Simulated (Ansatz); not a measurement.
# HfTa3N2: the cost of one run

Computed with Ansatz 0.2.0 (DFT PBE, scalar-relativistic, plane waves, PAW, unless a step's input says otherwise).

1 further run of the same task is left out (it didn't finish).

**1. The system as given**

The structure is hexagonal, space group P6/mmm (No. 191). Conventional cell: a = 5.423 Å, b = 5.423 Å, c = 3.342 Å, α = 90.00°, β = 90.00°, γ = 120.00°. Hf (site symmetry 6/mmm) has 6 N at 3.13 Å and 12 Ta at 3.19 Å and 2 Hf at 3.34 Å as nearest neighbours. Around Ta (site symmetry mmm) lie 4 N at 2.29 Å. N (site symmetry -6m2) is surrounded by 6 Ta at 2.29 Å and 3 Hf at 3.13 Å.

Coordinates:

```
CELL_PARAMETERS angstrom
5.42324 0.00000 0.00000
-2.71162 4.69666 0.00000
0.00000 0.00000 3.34158
ATOMIC_POSITIONS crystal
Hf 0.00000 0.00000 0.00000
Ta 0.50000 0.00000 0.50000
Ta 0.50000 0.50000 0.50000
Ta 0.00000 0.50000 0.50000
N 0.33333 0.66667 0.00000
N 0.66667 0.33333 0.00000
```

A structure generator made this guess: species swapped into a database cell of ScCo3B2 (P6/mmm, No. 191), with Hf on the Sc sites, Ta on the Co sites and N on the B sites. The dimensions are guesses.

**2. The guess as it stands, on a coarse mesh**

Contents of input.yaml:

```yaml
crystal:
  lattice:
    - [5.42323879, 0.0, 0.0]
    - [-2.71161939, 4.69666256, 0.0]
    - [0.0, 0.0, 3.34158037]
  atoms:
    - { symbol: Hf, position: [0.0, 0.0, 0.0] }
    - { symbol: Ta, position: [0.5, 0.0, 0.5] }
    - { symbol: Ta, position: [0.5, 0.5, 0.5] }
    - { symbol: Ta, position: [0.0, 0.5, 0.5] }
    - { symbol: "N", position: [0.33333333, 0.66666667, 0.0] }
    - { symbol: "N", position: [0.66666667, 0.33333333, 0.0] }
basis:
  ecutwfc: 420
kpoints:
  mp_grid: { grid: [6, 6, 6] }
hamiltonian:
  xc: pbe
scf:
  occupations: { method: gaussian, width: 0.1 }
  lower_state_search: "off"
output:
  forces: true
  stress: true
  eigenvalues: true
```

Command:

```bash
$ ansatz run input.yaml --threads 1 --pin off --max-ram 2560MiB --backend cpu --events-out ev --progress --plain --runs-dir out
```

What time and memory should one allow on 1 thread of AMD EPYC (Zen 3), shared host?

About 13 s, with a peak of 0.43 GiB.
